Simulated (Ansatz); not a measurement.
# BH5O2Sn: one species, many methods

Aim: compute BH5O2Sn with functionals from several rungs and with coupled cluster. The yardstick is the atomisation energy at the CCSD(T) limit.

Computed with Ansatz 0.2.0, Gaussian basis. Level: functionals in def2-TZVPP, the program's frozen cores in correlated methods.

Plan: PBE-D4, r2SCAN-D4, PBE0-D4, B3LYP-D4, ωB97X-V, ωB97M-V, B2PLYP; CCSD(T)/def2-TZVPP; MP2/def2-QZVPP; extrapolation to the limit.

## 1. The relaxed structure

All runs share one geometry, relaxed beforehand with PBE0-D4 in a triple-zeta def2 set. Sn takes the def2 core potential; no spin-orbit term is included.

9 atoms, charge 0, spin multiplicity 1.

Atoms are counted from 1 here; the program's logs count them from 0.

Bond lengths: B1–Sn2 2.245 Å, B1–H5 1.191 Å, B1–H6 1.192 Å, Sn2–O3 1.972 Å, Sn2–O4 1.973 Å, Sn2–H7 1.718 Å, O3–H8 0.959 Å, O4–H9 0.959 Å. Angles: Sn2–B1–H5 118.2°, Sn2–B1–H6 121.8°, H5–B1–H6 120.0°, B1–Sn2–O3 105.2°, B1–Sn2–O4 104.8°, B1–Sn2–H7 124.7°, O3–Sn2–O4 108.3°, O3–Sn2–H7 106.6°, O4–Sn2–H7 106.6°, Sn2–O3–H8 113.8°, Sn2–O4–H9 113.8°.

Coordinates:

```tsv
atom	x (Å)	y (Å)	z (Å)
B1	-0.7139	1.1135	-1.3871
Sn2	0.3586	0.0367	0.2655
O3	0.8531	-1.7143	-0.4947
O4	-1.0142	-0.2558	1.6515
H5	-1.6285	0.5646	-1.9164
H6	-0.3929	2.2067	-1.7364
H7	1.7525	0.6305	1.0746
H8	1.5265	-2.1784	0.0070
H9	-0.6526	-0.4497	2.5188
```

## 2. PBE-D4 (GGA)

in.yaml

```yaml
crystal:
  periodic: [false, false, false]
  atoms:
    - {symbol: B, position_ang: [-0.713916, 1.113502, -1.387053]}
    - {symbol: Sn, position_ang: [0.358623, 0.036653, 0.265548]}
    - {symbol: O, position_ang: [0.853109, -1.714348, -0.494671]}
    - {symbol: O, position_ang: [-1.014178, -0.255806, 1.651531]}
    - {symbol: H, position_ang: [-1.628520, 0.564597, -1.916408]}
    - {symbol: H, position_ang: [-0.392913, 2.206727, -1.736424]}
    - {symbol: H, position_ang: [1.752503, 0.630455, 1.074605]}
    - {symbol: H, position_ang: [1.526481, -2.178423, 0.007043]}
    - {symbol: H, position_ang: [-0.652587, -0.449657, 2.518830]}
basis:
  gaussian: {orbitals: def2-TZVPP}
hamiltonian: {xc: pbe, dispersion: d4}
output: {forces: true, orbitals: {seedname: orbitals}}
```

On the command line:

```bash
> ansatz run in.yaml --threads 4 --pin off --events-out ev --progress --plain --max-ram 10444MiB
```

The runs that follow: r2SCAN-D4 (meta-GGA); PBE0-D4 (hybrid); B3LYP-D4 (hybrid); ωB97X-V (range-separated); ωB97M-V (range-separated); B2PLYP (double hybrid); CCSD(T) in def2-TZVPP; MP2 in def2-QZVPP.

Q: Predict the results of all the runs planned. Wanted: atomisation energy, CCSD(T)/CBS; farthest; mean size of error, hybrid; mean size of error, range-separated; gap, smallest and largest; T1 diagnostic; triples share of the correlation energy.

The runs gave:

| quantity | value |
| --- | --- |
| atomisation energy, CCSD(T)/CBS | 2844.6 kJ/mol |
| functionals within 28.4 kJ/mol (1.0 %) | PBE-D4, r2SCAN-D4, ωB97X-V, ωB97M-V |
| farthest | PBE0-D4 (-67.8 kJ/mol) |
| mean size of error, hybrid | 54.2 kJ/mol |
| mean size of error, range-separated | 19.1 kJ/mol |
| gap, smallest and largest | 2.77 eV (PBE-D4), 10.12 eV (ωB97X-V) |
| T1 diagnostic | 0.0139 |
| triples share of the correlation energy | 3.2 % |

PBE-D4 misses by +2.3 kJ/mol. Double hybrids carry the basis error of their MP2 part in triple zeta, and no dispersion term here, so their miss is partly the set-up's. The reference freezes the cores and leaves out spin-orbit coupling and excitations past (T), and its outer-core shells are covered unevenly, so misses under about 28.4 kJ/mol can't be ranked. All levels share the lack of spin-orbit coupling, which lowers the free heavy atoms and so the true binding. Hartree-Fock recovers 68 % of the binding; the rest is correlation. The gap grows from 2.8 to 10.1 eV across the functionals, mostly with the share of exact exchange. Correlated methods include outer-core shells of Sn, which these sets cover unevenly.
